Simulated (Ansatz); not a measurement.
# Mn3IrN: further runs on the relaxed cell

An exercise on one series of results from a longer session: the logs are not shown, and one member is left open.

Program: Ansatz 0.2.0. Level of theory: DFT PBEsol, scalar-relativistic, plane waves, PAW. These are calculated values, not measurements.

2 further runs of the same task are left out: 2 set aside as unsound or not needed.

### Starting point

Symmetry: Pm-3m, No. 221, cubic system. Conventional cell: a = 3.713 Å, b = 3.713 Å, c = 3.713 Å, α = 90.00°, β = 90.00°, γ = 90.00°. Mn (site symmetry 4/mmm) has 2 N at 1.86 Å in its first shell of neighbours. Ir (site symmetry m-3m) has 12 Mn at 2.63 Å in its first shell of neighbours. Around N (site symmetry m-3m) lie 6 Mn at 1.86 Å.

Structure file:

```cif
data_structure
_symmetry_space_group_name_H-M 'Pm-3m'
_symmetry_Int_Tables_number 221
_cell_length_a 3.7127
_cell_length_b 3.7127
_cell_length_c 3.7127
_cell_angle_alpha 90.000
_cell_angle_beta 90.000
_cell_angle_gamma 90.000
_cell_volume 51.18
loop_
_atom_site_label
_atom_site_type_symbol
_atom_site_symmetry_multiplicity
_atom_site_Wyckoff_symbol
_atom_site_fract_x
_atom_site_fract_y
_atom_site_fract_z
_atom_site_occupancy
Mn1 Mn 3 c 0.00000 0.50000 0.50000 1
Ir1 Ir 1 a 0.00000 0.00000 0.00000 1
N1 N 1 b 0.50000 0.50000 0.50000 1
```

It is the result of an earlier relaxation at this level (volume 10.24 Å³/atom; gap on the mesh: none (metal)).

Set-up of the first run:

File input.yaml:

```yaml
crystal:
  lattice:
    - [3.7126993431, 0.0, 0.0]
    - [0.0, 3.7126993431, 0.0]
    - [0.0, 0.0, 3.7126993431]
  atoms:
    - { symbol: Mn, position: [0.0, 0.5, 0.5] }
    - { symbol: Mn, position: [0.5, 0.0, 0.5] }
    - { symbol: Mn, position: [0.5, 0.5, 0.0] }
    - { symbol: Ir, position: [0.0, 0.0, 0.0] }
    - { symbol: "N", position: [0.5, 0.5, 0.5] }
basis:
  ecutwfc: 420
kpoints:
  mp_grid: { grid: [10, 10, 10] }
  band_path:
    path:
      - [[0.0, 0.0, 0.0], [0.0, 0.5, 0.0], [0.5, 0.5, 0.0], [0.0, 0.0, 0.0], [0.5, 0.5, 0.5], [0.0, 0.5, 0.0]]
      - [[0.5, 0.5, 0.5], [0.5, 0.5, 0.0]]
    npoints: 14
hamiltonian:
  xc: pbesol
scf:
  occupations: { method: gaussian, width: 0.1 }
  n_extra_bands: 12
output:
  forces: true
  stress: true
  eigenvalues: true
  populations: true
  dos: { projected: true, de: 0.02, nscf_kmesh: { grid: [15, 15, 15] } }
  bader: true
checkpoint:
  read: start.run
  write: ck
  compress: false
  write_wavefunctions: false
  write_every: 100000
```

Command:

```sh
$ ansatz run input.yaml --threads 1 --pin off --max-ram 2560MiB --backend cpu --events-out ev --progress --plain --runs-dir out
```

Among the steps run: Bands, states and charges; The cell as listed, for comparison; Point at V/V0 = 0.97; Volume × 1.03; Volume × 0.94; Point at V/V0 = 1.06; Volume × 0.91; Point at V/V0 = 1.10; The cell scaled to 0.88 of its volume.

One of the session's tables, all rows but one given; the rest of the session is left out.

It belongs to the step «Fit of the equation of state». 

| volume (Å³/atom) | energy above the lowest point (meV/atom) | pressure (GPa) |
| --- | --- | --- |
| 9.007 | 196.7 | 57.88 |
| 9.314 | ? | ? |
| 9.621 | 43.4 | 24.14 |
| 9.928 | 10.2 | 11.06 |
| 10.235 | 0.0 | 0.00 |
| 10.542 | 9.3 | -9.36 |
| 10.849 | 35.2 | -17.27 |
| 11.259 | 91.0 | -25.93 |

**Question.** Estimate the row for volume (Å³/atom) = 9.314.

Worked estimate for «energy above the lowest point (meV/atom)». A straight line through the neighbours (9.007, 196.7) and (9.621, 43.4) gives 196.7 + (43.4 − 196.7) × (9.314 − 9.007) / (9.621 − 9.007) = 120.0; a parabola fitted to 3 rows on both sides gives 105.6.

**Answer.** energy above the lowest point (meV/atom): 103.9; pressure (GPa): 39.59. In «energy above the lowest point (meV/atom)» the line misses by +16.1 and the parabola by +1.7.

Caveats from the session: Spin polarisation is off in the runs that give these values; a magnetic solution could lie lower. Warnings in the runs' records: seeded moment not kept.
